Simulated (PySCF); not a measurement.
# C7H4FNO: the cost of one run

The runs use PySCF 2.14.0, with density-fitted response routines of our own; the level of theory stands in each step. All values are computed, except where a source is named. Atoms are numbered from 0 throughout.

## (1) The molecule as given

14 atoms, charge 0, multiplicity 1; geometry from: GFN2-xTB. The atoms were then displaced at random by about 0.01 Å, so the start is not that level's minimum.

Bonds of the start (Å): O0–C1 1.18, C1–N2 1.21, N2–C3 1.32, C3–C4 1.41, C4–C5 1.38, C5–C6 1.39, C6–C7 1.39, C7–C8 1.36, C8–F9 1.36, C8–C3 1.40, C4–H10 1.08, C5–H11 1.07, C6–H12 1.11, C7–H13 1.09.

## (2) Geometry optimisation at PBE0-D3(BJ)/def2-TZVP

What the job is given:

```
{"job": {"xc": "PBE0", "basis": "def2-TZVP", "d3": "d3bj", "grid": 2, "shake": 0.01, "kind": "geom"}, "charge": 0, "multiplicity": 1}
O      4.249540     0.312240    -0.488870
C      3.089350     0.449320    -0.311610
N      1.956920     0.796700    -0.075290
C      0.711720     0.368470    -0.004140
C     -0.328140     1.250570     0.353730
C     -1.643540     0.837780     0.432140
C     -1.961620    -0.482480     0.145400
C     -0.969390    -1.376830    -0.224830
C      0.322450    -0.948350    -0.269720
F      1.292180    -1.825380    -0.635020
H     -0.064680     2.274020     0.597720
H     -2.404400     1.534160     0.724070
H     -3.025590    -0.797670     0.191850
H     -1.231960    -2.407630    -0.443190
```

Launch:

```bash
OMP_NUM_THREADS=2 python probes_run.py task.json out
```

One launch serves the whole session: the jobs run in the order shown.

**Question.** How long does this first job take on 2 threads of Intel Xeon at 2.50GHz, shared host, and how much memory does it need?

About 15 min, with a peak of 2.5 GiB.
